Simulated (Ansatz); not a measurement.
**HfCl+ (septet): from Hartree-Fock to the top rungs, def2-TZVPP**

The task here is to estimate one member of a computed series from the others.

Program: Ansatz 0.2.0, Gaussian basis. Level of theory: def2-TZVPP, core rule «outside noble gas», up to 9 orbitals frozen. These are calculated values, not measurements.

Plan: UHF; ROHF; CCSD(T) on UHF.

**What is computed**

The geometry is a PBE0/def2-TZVP stationary point (not a proven minimum) of the parent state, kept for this charge and spin. No spin-orbit coupling is included. Elements past krypton take def2 core potentials.

2 atoms, charge 1, spin multiplicity 7.

Atoms are counted from 1 here; the program's logs count them from 0.

Bond lengths: Hf1–Cl2 3.106 Å.

The first run:

Contents of in.yaml:

```yaml
crystal:
  periodic: [false, false, false]
  atoms:
    - {symbol: Hf, position_ang: [0.000000, 0.000000, 0.000000]}
    - {symbol: Cl, position_ang: [0.000000, 0.000000, 3.105600]}
basis:
  gaussian: {orbitals: def2-TZVPP}
total_charge: 1
magnetization: {spin_polarized: true, initial_magnetization: 6}
hamiltonian: {xc: hf}
output: {orbitals: {seedname: orbitals}}
```

The run is started by

```bash
ansatz run in.yaml --threads 1 --pin off --events-out ev --progress --plain --max-ram 4096MiB --backend cpu
```

Among the steps run: UHF; ROHF; CCSD(T) on UHF.

One table of the session follows, with a row left open; its other results are not shown here.

```
  method  from UCCSD(T) (kJ/mol)
    ROHF                  +546.1
     UHF                  +516.5
    UMP2                  +103.7
   UCCSD                       ?
UCCSD(T)                       0
```

**Question.** Estimate the row for UCCSD.

**Answer.** from UCCSD(T) (kJ/mol): +15.9. In the column «from UCCSD(T) (kJ/mol)» it lies between UCCSD(T) (0) and UMP2 (+103.7).
